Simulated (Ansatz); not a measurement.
# AlIn2: one candidate of a structure search, part 2 of 2

The task: take a trial cell of AlIn2 to zero force and stress.

Ansatz 0.2.0; DFT PBE, scalar-relativistic, plane waves, PAW. The steps go on from the part before.

### Step 4. Coarse relaxation, continued

The end of the coarse run is made exact in the group found at a tolerance of 0.06 Å and reduced to its primitive cell.

Contents of input.yaml:

```yaml
crystal:
  lattice:
    - [5.5670318198, 0.0, 0.0]
    - [0.0, 5.5670318198, 0.0]
    - [0.0, 0.0, 2.9480036011]
  atoms:
    - { symbol: Al, position: [0.0, 0.0, 0.0] }
    - { symbol: In, position: [0.0, 0.5, 0.0] }
    - { symbol: In, position: [0.5, 0.0, 0.0] }
basis:
  ecutwfc: 420
kpoints:
  mp_grid: { grid: [4, 4, 6] }
hamiltonian:
  xc: pbe
scf:
  occupations: { method: gaussian, width: 0.1 }
  lower_state_search: "off"
output:
  forces: true
  stress: true
  eigenvalues: true
relax:
  adjacent_minimum: "off"
  f_tol: 0.04
  max_steps: 70
  cell: { stress_tol: 0.4 }
```

On the command line:

```bash
$ ansatz run input.yaml --threads 1 --pin off --max-ram 2048MiB --backend cpu --events-out ev --progress --plain --runs-dir out
```

Output, shortened:

```text
[...]
relax step   6: F+E_penalty+E_count = -11732.09850824 eV  Δ(F+E_penalty+E_count) = -4.192e-4 eV  max|allowed force component| = 1.847e-29 eV/Å  Δτ_max = 0.0000 Å  P = +0.132 GPa  Ω = 92.935 Å³  stress off target by 1.52e-1 GPa  SCF on the basis re-selected at this cell (its energy is not [...]
SCF converged after 4 iterations
Free energy (F): -11732.098508 eV
[...]
E sigma→0 (E₀):  -11732.094369 eV
Entropy (-TS):   -0.008279 eV (-2.760 meV/atom)
Fermi energy:    6.195486 eV
[...]
--- Forces (eV/Å), atoms counted from 1 ---
  atom   1  Al    -0.00000000     0.00000000     0.00000000
  atom   2  In    -0.00000000     0.00000000     0.00000000
  atom   3  In    -0.00000000    -0.00000000    -0.00000000
[...]
--- Stress (GPa, compression-positive) ---
        0.121097      -0.000000       0.000000
       -0.000000       0.121097       0.000000
        0.000000       0.000000       0.152440
  P = ⅓ Tr σ = 0.1315 GPa (1.315 kbar)
--- Band table (eV; the first three rows and the last of 24) ---
  k-point 0: bands = ["-8.6744", "-8.6142", "-8.5287", "-8.4766", "-8.4210", "-8.3104", "-8.2969", "-8.2969", "-8.2501", "-8.2501", "-2.4372", "1.4270", "3.3745", "3.3745", "4.5855", "8.4928", "8.4928", "11.1057", "11.2109"]
[...]
--- Relaxed structure (5 steps of the walk, 4 accepted, 1 SCFs on fresh bases) ---
  F+E_penalty+E_count = -11732.09850824 eV   max|allowed force component| = 1.847e-29 eV/Å   (the final SCF, on the basis selected at the relaxed cell)
  cell:  # Å, volume = 92.9350 Å³
    - [5.4221174548716355, 9.522092038198329e-34, 0.0]
    - [9.522092038198329e-34, 5.4221174548716355, 0.0]
    - [0.0, 0.0, 3.1611246813255796]
  atoms:
    - { symbol: Al, position: [-3.1081692011463486e-36, 6.3064302631954915e-37, 0.0] }
    - { symbol: In, position: [6.351476193646884e-36, 0.5, 0.0] }
    - { symbol: In, position: [0.5, -1.8018372180558225e-37, 0.0] }
```

Run time: 20 s. Hardware: 1 thread of Intel Xeon Platinum 8259CL at 2.50GHz (Skylake/Cascade Lake), shared host; peak memory 0.51 GiB.

### Step 5. Relaxation on the finer mesh

The end of the coarse run is made exact in the group found at a tolerance of 0.06 Å and reduced to its primitive cell.

Contents of input.yaml:

```yaml
crystal:
  lattice:
    - [5.4221174549, 0.0, 0.0]
    - [0.0, 5.4221174549, 0.0]
    - [0.0, 0.0, 3.1611246813]
  atoms:
    - { symbol: Al, position: [0.0, 0.0, 0.0] }
    - { symbol: In, position: [0.0, 0.5, 0.0] }
    - { symbol: In, position: [0.5, 0.0, 0.0] }
basis:
  ecutwfc: 420
kpoints:
  mp_grid: { grid: [8, 8, 14] }
hamiltonian:
  xc: pbe
scf:
  occupations: { method: gaussian, width: 0.1 }
output:
  forces: true
  stress: true
  eigenvalues: true
relax:
  adjacent_minimum: "off"
  f_tol: 0.01
  max_steps: 80
  cell: { stress_tol: 0.05 }
```

On the command line:

```bash
$ ansatz run input.yaml --threads 1 --pin off --max-ram 2048MiB --backend cpu --events-out ev --progress --plain --runs-dir out
```

Output:

```text
Warning: RAYON_NUM_THREADS=1 ignored (pool sized by the plan → 1); use --threads N
Engine: ansatz 0.2.0, x86_64-unknown-linux-gnu
Pseudopotentials: kind: paw
Pseudopotential: Al, paw, valence charge 3, recommended cutoff 420 eV (normal), Al.paw.azcp
Pseudopotential: In, paw, valence charge 13, recommended cutoff 420 eV (normal), In.paw.azcp
Functional definition: PBE
  parameter kappa = 0.804
  parameter beta = 0.06672455060314922
  exchange = pbe_x(kappa = kappa, mu = beta*pi^2/3)
  correlation = pbe_c(beta = beta)
Crystal: 3 atoms, lattice volume = 92.935 Å³
Basis set: ecut = 420 eV, 1807 PW (Γ), exchange–correlation on 80×80×48 points (8 copies of the dense FFT grid, shifted against one another)
Bands: 19, of which v1, the nominal top of the filled ones, is band 15 counted from 1 (14 counted from 0)
Symmetry: 16 space group operations
Space group: P4/mmm (ITA 123), of the structure as read, at distance tolerance 4.5e-5 Å
k-points: 120 of 896
Non-local potential: Al, projectors of the file, l = 0: 2, l = 1: 2, l = 2: 1
Non-local potential: In, projectors of the file, l = 0: 2, l = 1: 2, l = 2: 2, l = 3: 2
PAW form: soft (Blöchl's): semilocal exchange-correlation on the pseudo side does not see the compensation charge
PAW one-centre angular grid: Al, 110 points (default); XC on 64 Gauss nodes
PAW one-centre angular grid: In, 590 points (default); XC on 64 Gauss nodes
Initial density: superposition of atomic densities (neutral atoms: chi_scale 0, normalization atom), corrected by the library's trained network
Initial wavefunctions: pseudopotential atomic-orbital guess
Functional: x = pbe(κ = 0.804, μ = 0.2195149727645171), c = pbe(β = 0.06672455060314922)
SCF iter   1: F=—  HF=-11732.096051 eV  |F-HF|=—  |Δ(HF+E_count)|=         —  Δρ=1.69e-3  dr2=1.07e-2  ethr=1.77e-3  ⟨swp⟩=6.5  Hψ=12213  notcnv=0
preconditioner: auto → LDOS  [metal: Δε(μ)=0.019 eV  Ē_g=13.829 eV  σ=0.100 eV  W_gap=0.10  n_scr=10 (ndim 8)  ℏωp=20.7 eV  f_vac=0.028  D(μ)=1.85/eV (n_scr^D=8)  β→1.0]
SCF iter   2: F=—  HF=-11732.091617 eV  |F-HF|=—  |Δ(HF+E_count)|=   4.43e-3  Δρ=6.99e-4  dr2=5.18e-4  ethr=3.70e-5  ⟨swp⟩=2.2  Hψ=4884  notcnv=0
SCF iter   3: F=—  HF=-11732.091737 eV  |F-HF|=—  |Δ(HF+E_count)|=   1.20e-4  Δρ=5.92e-4  dr2=2.54e-4  ethr=1.79e-6  ⟨swp⟩=2.0  Hψ=4007  notcnv=0
SCF iter   4: F=—  HF=-11732.091621 eV  |F-HF|=—  |Δ(HF+E_count)|=   1.15e-4  Δρ=7.66e-5  dr2=9.17e-6  ethr=8.76e-7  ⟨swp⟩=2.0  Hψ=3753  notcnv=0
SCF iter   5: F=—  HF=-11732.091649 eV  |F-HF|=—  |Δ(HF+E_count)|=   2.75e-5  Δρ=1.26e-5  dr2=3.01e-7  ethr=3.16e-8  ⟨swp⟩=2.0  Hψ=2792  notcnv=0
SCF iter   6: F=-11732.091649 eV  HF=-11732.091649 eV  |F-HF|=1.10e-8  |Δ(HF+E_count)|=   1.72e-7  Δρ=2.99e-6  dr2=1.29e-8  ethr=3.45e-10  ⟨swp⟩=6.7  Hψ=10852  notcnv=0
SCF 1 converged in 6 iterations: F = -11732.091649 eV  dr2 = 1.29e-8
relax step   1: F+E_penalty+E_count = -11732.09164886 eV  Δ(F+E_penalty+E_count) = +0.000e0 eV  max|allowed force component| = 3.583e-29 eV/Å  Δτ_max = 0.0000 Å  P = +0.213 GPa  Ω = 92.935 Å³  (6 SCF iters, dr2 threshold 1.00e-7 eV, accepted)
Crystal: 3 atoms, lattice volume = 91.494 Å³
Basis set: ecut = 420 eV, 1775 PW (Γ), exchange–correlation on 80×80×48 points (8 copies of the dense FFT grid, shifted against one another)
Initial density: handed on by an earlier stage of this run
Initial wavefunctions: those handed on with the density
iter 1 solved again at ethr=3.26e-5 eV; its pass at ethr=3.10e-3 eV (dr2=9.45e-3 eV) is discarded
SCF iter   1: F=—  HF=-11732.151111 eV  |F-HF|=—  |Δ(HF+E_count)|=         —  Δρ=2.46e-3  dr2=9.92e-3  ethr=3.26e-5  ⟨swp⟩=2.0  Hψ=14492  notcnv=0
preconditioner: auto → LDOS  [metal: Δε(μ)=0.024 eV  Ē_g=13.909 eV  σ=0.100 eV  W_gap=0.13  n_scr=10 (ndim 8)  ℏωp=20.9 eV  f_vac=0.033  D(μ)=2.01/eV (n_scr^D=8)  β→1.0]
SCF iter   2: F=—  HF=-11732.147661 eV  |F-HF|=—  |Δ(HF+E_count)|=   3.45e-3  Δρ=7.52e-4  dr2=2.40e-4  ethr=3.26e-5  ⟨swp⟩=2.0  Hψ=2661  notcnv=0
SCF iter   3: F=—  HF=-11732.148191 eV  |F-HF|=—  |Δ(HF+E_count)|=   5.30e-4  Δρ=1.40e-4  dr2=2.24e-5  ethr=8.26e-7  ⟨swp⟩=2.1  Hψ=3021  notcnv=0
SCF iter   4: F=—  HF=-11732.148199 eV  |F-HF|=—  |Δ(HF+E_count)|=   8.52e-6  Δρ=6.49e-5  dr2=3.18e-6  ethr=7.73e-8  ⟨swp⟩=2.0  Hψ=4027  notcnv=0
SCF iter   5: F=-11732.148198 eV  HF=-11732.148198 eV  |F-HF|=7.12e-8  |Δ(HF+E_count)|=   1.22e-6  Δρ=1.66e-5  dr2=2.07e-7  ethr=1.03e-9  ⟨swp⟩=5.0  Hψ=11946  notcnv=0
SCF 2 converged in 5 iterations: F = -11732.148198 eV  dr2 = 2.07e-7
relax step   2: F+E_penalty+E_count = -11732.14819814 eV  Δ(F+E_penalty+E_count) = -5.655e-2 eV  max|allowed force component| = 3.734e-29 eV/Å  Δτ_max = 0.0000 Å  P = +0.557 GPa  Ω = 91.494 Å³  energy of the carried Pulay correction = +2.672e-4 eV  (5 SCF iters, dr2 threshold 3.00e-7 eV, accepted)
Crystal: 3 atoms, lattice volume = 93.772 Å³
Basis set: ecut = 420 eV, 1815 PW (Γ), exchange–correlation on 80×80×48 points (8 copies of the dense FFT grid, shifted against one another)
iter 1 solved again at ethr=1.25e-5 eV; its pass at ethr=3.10e-3 eV (dr2=3.63e-3 eV) is discarded
SCF iter   1: F=—  HF=-11732.156286 eV  |F-HF|=—  |Δ(HF+E_count)|=         —  Δρ=1.54e-3  dr2=3.87e-3  ethr=1.25e-5  ⟨swp⟩=2.0  Hψ=15711  notcnv=0
preconditioner: auto → LDOS  [metal: Δε(μ)=0.023 eV  Ē_g=13.866 eV  σ=0.100 eV  W_gap=0.13  n_scr=10 (ndim 8)  ℏωp=20.6 eV  f_vac=0.045  D(μ)=1.93/eV (n_scr^D=8)  β→1.0]
SCF iter   2: F=—  HF=-11732.154944 eV  |F-HF|=—  |Δ(HF+E_count)|=   1.34e-3  Δρ=5.53e-4  dr2=1.29e-4  ethr=1.25e-5  ⟨swp⟩=2.5  Hψ=3434  notcnv=0
SCF iter   3: F=—  HF=-11732.155156 eV  |F-HF|=—  |Δ(HF+E_count)|=   2.12e-4  Δρ=2.66e-4  dr2=5.63e-5  ethr=4.43e-7  ⟨swp⟩=2.0  Hψ=4037  notcnv=0
SCF iter   4: F=—  HF=-11732.155135 eV  |F-HF|=—  |Δ(HF+E_count)|=   2.11e-5  Δρ=6.63e-5  dr2=2.99e-6  ethr=1.94e-7  ⟨swp⟩=2.0  Hψ=3873  notcnv=0
SCF iter   5: F=-11732.155136 eV  HF=-11732.155136 eV  |F-HF|=3.77e-8  |Δ(HF+E_count)|=   1.20e-6  Δρ=7.38e-6  dr2=4.37e-8  ethr=1.03e-9  ⟨swp⟩=7.1  Hψ=11862  notcnv=0
SCF 3 converged in 5 iterations: F = -11732.155136 eV  dr2 = 4.37e-8
relax step   3: F+E_penalty+E_count = -11732.15513580 eV  Δ(F+E_penalty+E_count) = -6.938e-3 eV  max|allowed force component| = 3.228e-29 eV/Å  Δτ_max = 0.0000 Å  P = -0.102 GPa  Ω = 93.772 Å³  energy of the carried Pulay correction = -2.188e-4 eV  (5 SCF iters, dr2 threshold 3.00e-7 eV, accepted)
Crystal: 3 atoms, lattice volume = 93.416 Å³
iter 1 solved again at ethr=2.22e-7 eV; its pass at ethr=3.10e-3 eV (dr2=6.45e-5 eV) is discarded
SCF iter   1: F=—  HF=-11732.155469 eV  |F-HF|=—  |Δ(HF+E_count)|=         —  Δρ=2.45e-4  dr2=9.86e-5  ethr=2.22e-7  ⟨swp⟩=3.3  Hψ=14952  notcnv=0
preconditioner: auto → LDOS  [metal: Δε(μ)=0.019 eV  Ē_g=13.855 eV  σ=0.100 eV  W_gap=0.11  n_scr=10 (ndim 8)  ℏωp=20.7 eV  f_vac=0.044  D(μ)=1.93/eV (n_scr^D=8)  β→1.0]
SCF iter   2: F=—  HF=-11732.155488 eV  |F-HF|=—  |Δ(HF+E_count)|=   1.90e-5  Δρ=8.70e-5  dr2=3.14e-6  ethr=2.22e-7  ⟨swp⟩=3.0  Hψ=4081  notcnv=0
SCF iter   3: F=—  HF=-11732.155492 eV  |F-HF|=—  |Δ(HF+E_count)|=   3.82e-6  Δρ=4.10e-5  dr2=1.35e-6  ethr=1.08e-8  ⟨swp⟩=2.0  Hψ=4037  notcnv=0
SCF iter   4: F=-11732.155492 eV  HF=-11732.155492 eV  |F-HF|=2.88e-9  |Δ(HF+E_count)|=   4.91e-7  Δρ=8.94e-6  dr2=6.22e-8  ethr=2.60e-10  ⟨swp⟩=4.1  Hψ=10536  notcnv=0
SCF 4 converged in 4 iterations: F = -11732.155492 eV  dr2 = 6.22e-8
relax step   4: F+E_penalty+E_count = -11732.15549158 eV  Δ(F+E_penalty+E_count) = -3.558e-4 eV  max|allowed force component| = 2.321e-29 eV/Å  Δτ_max = 0.0000 Å  P = -0.008 GPa  Ω = 93.416 Å³  energy of the carried Pulay correction = -1.435e-4 eV  (4 SCF iters, dr2 threshold 7.54e-8 eV, accepted)
Initial wavefunctions: pseudopotential atomic-orbital guess (no wavefunctions were taken with the density)
iter 1 solved again at ethr=5.50e-7 eV; its pass at ethr=3.10e-3 eV (dr2=1.60e-4 eV) is discarded
SCF iter   1: F=—  HF=-11732.155699 eV  |F-HF|=—  |Δ(HF+E_count)|=         —  Δρ=5.94e-5  dr2=5.23e-7  ethr=5.50e-7  ⟨swp⟩=2.6  Hψ=17506  notcnv=0
preconditioner: auto → LDOS  [metal: Δε(μ)=0.018 eV  Ē_g=13.857 eV  σ=0.100 eV  W_gap=0.10  n_scr=10 (ndim 8)  ℏωp=20.7 eV  f_vac=0.044  D(μ)=1.93/eV (n_scr^D=8)  β→1.0]
SCF iter   2: F=—  HF=-11732.155755 eV  |F-HF|=—  |Δ(HF+E_count)|=   5.61e-5  Δρ=6.09e-6  dr2=1.84e-8  ethr=1.80e-9  ⟨swp⟩=2.0  Hψ=4042  notcnv=0
SCF iter   3: F=—  HF=-11732.155755 eV  |F-HF|=—  |Δ(HF+E_count)|=   2.50e-9  Δρ=3.03e-6  dr2=7.61e-9  ethr=6.34e-11  ⟨swp⟩=2.0  Hψ=4037  notcnv=0
SCF iter   4: F=—  HF=-11732.155755 eV  |F-HF|=—  |Δ(HF+E_count)|=   2.82e-9  Δρ=5.33e-7  dr2=3.75e-10  ethr=2.62e-11  ⟨swp⟩=2.0  Hψ=3713  notcnv=0
SCF iter   5: F=—  HF=-11732.155755 eV  |F-HF|=—  |Δ(HF+E_count)|=  7.28e-12  Δρ=2.32e-7  dr2=3.70e-11  ethr=1.29e-12  ⟨swp⟩=2.0  Hψ=2725  notcnv=0
SCF iter   6: F=-11732.155755 eV  HF=-11732.155755 eV  |F-HF|=0.00e0  |Δ(HF+E_count)|=  7.28e-12  Δρ=3.43e-8  dr2=8.43e-13  ethr=1.00e-12  ⟨swp⟩=5.5  Hψ=9978  notcnv=0
SCF 5 converged in 6 iterations: F = -11732.155755 eV  dr2 = 8.43e-13
relax step   5: F+E_penalty+E_count = -11732.15575533 eV  Δ(F+E_penalty+E_count) = -2.637e-4 eV  max|allowed force component| = 1.887e-29 eV/Å  Δτ_max = 0.0000 Å  P = -0.010 GPa  Ω = 93.416 Å³  stress off target by 1.01e-2 GPa  SCF on the basis re-selected at this cell (its energy is not comparable with the rows above)  (6 SCF iters)
basis re-selected at this cell: Δ(F+E_penalty+E_count) = -2.637e-4 eV, ΔP = -0.002 GPa vs the last step (what re-selecting the basis moved, of the pressure what is left beyond the Pulay correction that the steps carried, after the strain that the cell walked since its last selection, with what the two solves' SCF thresholds leave and, on support functions, any second-order correction that the steps lacked; it is no measure of the basis error at this ecutwfc). This SCF's stress stands 1.01e-2 GPa from its target on what of the cell is left free (relax.cell.stress_tol is 5.00e-2 GPa) and its largest allowed force component is 1.89e-29 eV/Å (relax.f_tol is 1.00e-2 eV/Å): within both
SCF converged after 6 iterations
Free energy (F): -11732.155755 eV
Harris-Foulkes:  -11732.155755 eV  (|F-HF|=0.00e0)
Internal energy: -11732.146100 eV  (E = F + TS)
E sigma→0 (E₀):  -11732.150928 eV
Entropy (-TS):   -0.009655 eV (-3.218 meV/atom)
Fermi energy:    6.104633 eV
--- Per-component energies (eV) ---
  E_band       = -146.312905
  E_kinetic    = 502.219119
  E_local      = -2848.896637  (includes V_loc(G=0)·N_el)
  E_nonlocal   = 742.421390
  E_hartree    = 1142.595614
  E_xc         = -469.489367
  E_vxc        = -225.890836  (∫ρ·V_xc dr)
  E_paw        = -8771.349321  (= ΣΔE_a)
  E_vpaw       = -601.357258  (= ΣTr[D̂ρ^β])
  E_aug_tail   = 0.000049  (compensation charges beyond the density's cutoff)
  E_ewald      = -2029.646947
  E_smearing   = -0.009655  (= −TS)
  E_closure    = -0.000000  (closes the sum)
  Σ components = -11732.155755   (vs F -11732.155755, Δ=0.00e0)
--- Forces (eV/Å), atoms counted from 1 ---
  atom   1  Al    -0.00000000    -0.00000000     0.00000000
  atom   2  In     0.00000000     0.00000000     0.00000000
  atom   3  In     0.00000000     0.00000000     0.00000000
  max |Σ_I F_I| component: 3.94e-29 eV/Å
--- Stress (GPa, compression-positive) ---
       -0.009991       0.000000       0.000000
        0.000000      -0.009991       0.000000
        0.000000       0.000000      -0.010104
  P = ⅓ Tr σ = -0.0100 GPa (-0.100 kbar)
--- Band table (eV; the first three rows and the last of 120) ---
  k-point 0: bands = ["-8.8095", "-8.7746", "-8.5393", "-8.4895", "-8.4478", "-8.3576", "-8.2866", "-8.2866", "-8.2394", "-8.2394", "-2.5030", "0.9785", "3.2268", "3.2268", "3.9679", "8.0272", "8.0272", "10.7182", "10.7640"]
  k-point 1: bands = ["-8.7788", "-8.7420", "-8.5362", "-8.4874", "-8.4462", "-8.3563", "-8.3003", "-8.3003", "-8.2535", "-8.2535", "-2.4185", "1.0603", "3.3126", "3.3126", "4.0450", "8.1221", "8.1221", "10.7905", "10.8261"]
  k-point 2: bands = ["-8.6932", "-8.6503", "-8.5271", "-8.4814", "-8.4418", "-8.3527", "-8.3387", "-8.3387", "-8.2925", "-8.2925", "-2.1640", "1.3086", "3.5656", "3.5656", "4.2768", "8.4018", "8.4018", "10.1284", "11.0071"]
  k-point 119: bands = ["-8.5699", "-8.5454", "-8.5317", "-8.4931", "-8.4466", "-8.4466", "-8.3949", "-8.3949", "-8.1296", "-8.1296", "2.5236", "3.1687", "3.1687", "4.7627", "4.7894", "4.7894", "7.0962", "10.1983", "10.9584"]
--- Relaxed structure (4 steps of the walk, 4 accepted, 1 SCFs on fresh bases) ---
  F+E_penalty+E_count = -11732.15575533 eV   max|allowed force component| = 1.887e-29 eV/Å   (the final SCF, on the basis selected at the relaxed cell)
  cell:  # Å, volume = 93.4157 Å³
    - [5.570955017248916, 1.1527087463786893e-34, 0.0]
    - [1.1527087463786893e-34, 5.570955017248916, 0.0]
    - [0.0, 0.0, 3.0099594968142904]
  atoms:
    - { symbol: Al, position: [-9.99394256328508e-36, -1.8489100869998827e-36, 0.0] }
    - { symbol: In, position: [2.442895487042702e-35, 0.5, 0.0] }
    - { symbol: In, position: [0.5, -7.389136462604578e-37, 0.0] }
```

Run time: 71 s. Hardware: 1 thread of Intel Xeon Platinum 8259CL at 2.50GHz (Skylake/Cascade Lake), shared host; peak memory 0.61 GiB.

Step by step:

| step | energy from step 1 (eV/cell) | largest force component (eV/Å) | pressure (GPa) | volume (Å³) |
| --- | --- | --- | --- | --- |
| 1 | 0.0000 | 0.0000 | 0.21 | 92.94 |
| 2 | -0.0565 | 0.0000 | 0.56 | 91.49 |
| 3 | -0.0635 | 0.0000 | -0.10 | 93.77 |
| 4 | -0.0638 | 0.0000 | -0.01 | 93.42 |
| 5 | -0.0641 | 0.0000 | -0.01 | 93.42 |

Step 1 is the start. Step 5 repeats the geometry before it on a plane-wave basis chosen anew for that cell, so its energy need not be comparable with the rows above.

|  | before | after | change |
| --- | --- | --- | --- |
| a (Å) | 5.422 | 5.571 | +2.7 % |
| b (Å) | 5.422 | 5.571 | +2.7 % |
| c (Å) | 3.161 | 3.010 | -4.8 % |
| volume (Å³/atom) | 30.98 | 31.14 | +0.5 % |
| shortest distance (Å) | 2.711 | 2.785 | +2.7 % |
| space group (0.01 Å) | P4/mmm | P4/mmm | same |

Forces and stress were held to the start's 16 operations: a distortion of lower symmetry was not tested.

### Step 6. Changing settings: dispersion d4

Contents of input.yaml:

```yaml
crystal:
  lattice:
    - [5.5709550172, 0.0, 0.0]
    - [0.0, 5.5709550172, 0.0]
    - [0.0, 0.0, 3.0099594968]
  atoms:
    - { symbol: Al, position: [0.0, 0.0, 0.0] }
    - { symbol: In, position: [0.0, 0.5, 0.0] }
    - { symbol: In, position: [0.5, 0.0, 0.0] }
basis:
  ecutwfc: 420
kpoints:
  mp_grid: { grid: [8, 8, 14] }
hamiltonian:
  xc: pbe
  dispersion: d4
scf:
  occupations: { method: gaussian, width: 0.1 }
output:
  forces: true
  eigenvalues: true
  stress: true
```

On the command line:

```bash
$ ansatz run input.yaml --threads 1 --pin off --max-ram 2048MiB --backend cpu --events-out ev --progress --plain --runs-dir out
```

Output, shortened:

```text
Warning: RAYON_NUM_THREADS=1 ignored (pool sized by the plan → 1); use --threads N
[...]
Pseudopotentials: kind: paw
Pseudopotential: Al, paw, valence charge 3, recommended cutoff 420 eV (normal), Al.paw.azcp
Pseudopotential: In, paw, valence charge 13, recommended cutoff 420 eV (normal), In.paw.azcp
Functional definition: PBE
[...]
Crystal: 3 atoms, lattice volume = 93.416 Å³
Basis set: ecut = 420 eV, 1807 PW (Γ), exchange–correlation on 80×80×48 points (8 copies of the dense FFT grid, shifted against one another)
Bands: 19, of which v1, the nominal top of the filled ones, is band 15 counted from 1 (14 counted from 0)
Symmetry: 16 space group operations
Space group: P4/mmm (ITA 123), of the structure as read, at distance tolerance 4.5e-5 Å
k-points: 120 of 896
[...]
SCF iter   1: F=—  HF=-11732.944672 eV  |F-HF|=—  |Δ(HF+E_count)|=         —  Δρ=1.93e-3  dr2=1.55e-2  ethr=1.77e-3  ⟨swp⟩=6.5  Hψ=12246  notcnv=0
[...]
SCF iter   6: F=-11732.939260 eV  HF=-11732.939260 eV  |F-HF|=3.75e-10  |Δ(HF+E_count)|=   8.27e-8  Δρ=1.48e-6  dr2=2.98e-9  ethr=3.45e-10  ⟨swp⟩=6.6  Hψ=10266  notcnv=0
[...]
SCF converged after 6 iterations
Free energy (F): -11732.939260 eV
[...]
E sigma→0 (E₀):  -11732.934432 eV
Entropy (-TS):   -0.009655 eV (-3.218 meV/atom)
Fermi energy:    6.104631 eV
[...]
--- Forces (eV/Å), atoms counted from 1 ---
  atom   1  Al    -0.00000000    -0.00000000     0.00000000
  atom   2  In     0.00000000     0.00000000     0.00000000
  atom   3  In     0.00000000     0.00000000     0.00000000
[...]
--- Stress (GPa, compression-positive) ---
       -1.309917       0.000000       0.000000
        0.000000      -1.309917       0.000000
        0.000000       0.000000      -1.307347
  P = ⅓ Tr σ = -1.3091 GPa (-13.091 kbar)
--- Band table (eV; the first three rows and the last of 120) ---
  k-point 0: bands = ["-8.8095", "-8.7746", "-8.5393", "-8.4896", "-8.4478", "-8.3577", "-8.2866", "-8.2866", "-8.2394", "-8.2394", "-2.5030", "0.9785", "3.2268", "3.2268", "3.9679", "8.0272", "8.0272", "10.7182", "10.7639"]
[...]
```

Run time: 12 s. Hardware: 1 thread of Intel Xeon Platinum 8259CL at 2.50GHz (Skylake/Cascade Lake), shared host; peak memory 0.6 GiB.

```tsv
run	ending	energy change	pressure (GPa)	gap (eV)	force (eV/Å)	cycles	time
step 5	converged	0	0.0	0.00	0.00	-	71 s
variant	converged	-261.2 meV/atom (offset of the dispersion model)	-1.3	0.00	0.00	6	12 s
```

Changing the dispersion term moves the energy by -261.2 meV/atom, and the pressure goes from 0.0 to -1.3 GPa. The dispersion term adds attraction between atoms and pulls the pressure down.

### Step 7. Results

This closing draws on all 2 parts. Changes of volume or cell count from the first structure of part 1.

| quantity | value |
| --- | --- |
| symmetry at the end (tolerance 0.05 Å) | space group P4/mmm (No. 123) |
| conventional cell | a = 5.571 Å, b = 5.571 Å, c = 3.010 Å, α = 90.00°, β = 90.00°, γ = 90.00° |
| volume | 31.14 Å³/atom |
| energy over the elements | +0.35 eV/atom |
| gap on the mesh | none (metal) |

**Reading.** The space group P4/mmm (No. 123) is kept, and the volume per atom grows by 18.3 % from the first guess. With a positive formation energy it can't be a ground state. No finished test with a distortion of lower symmetry is shown, so the end may be a saddle point.
